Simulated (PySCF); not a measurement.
# C₇H₆F₂N radical: open-shell or spin-flip excitations

Computed with PySCF 2.14.0 and routines of our own; the level stands in each step. Atoms count from 0.

## 1. The system as given

16 atoms, charge 0, multiplicity 2; geometry from: GFN2-xTB.

## 2. Open-shell or spin-flip excitations: unrestricted TDA B3LYP/def2-SVP

The job: settings as JSON, then the geometry in Å.

```
{"job": {"kind": "uabs", "xc": "B3LYP", "basis": "def2-SVP", "nstates": 10, "tda": true}, "charge": 0, "multiplicity": 2}
N     -1.953236    -0.457119    -2.089666
C     -1.293587    -0.264457    -0.981715
C     -1.873245    -0.206698     0.329844
C     -1.094334     0.007898     1.436385
C      0.283283     0.170860     1.311408
C      0.880924     0.118875     0.045539
C      2.372887     0.299040    -0.052816
F      3.025192    -0.665937     0.647598
F      2.756445     1.478164     0.502087
C      0.124910    -0.092586    -1.078074
H     -2.955616    -0.571932    -1.954340
H     -2.942780    -0.336346     0.423675
H     -1.544647     0.052929     2.417068
H      0.897965     0.338769     2.182295
H      2.747438     0.276336    -1.087126
H      0.560803    -0.138853    -2.063572
```

Level: unrestricted TDA B3LYP/def2-SVP, vertical, gas phase, core orbitals frozen in the response.

On the command line:

```sh
$ OMP_NUM_THREADS=1 python excited_run.py task.json out
```

This one command runs all jobs of the session in turn.

**Question.** How long does this first job take on 1 thread of Intel Xeon at 2.50GHz, shared host, and how much memory does it need?

About 2.4 min, with a peak of 0.67 GiB.
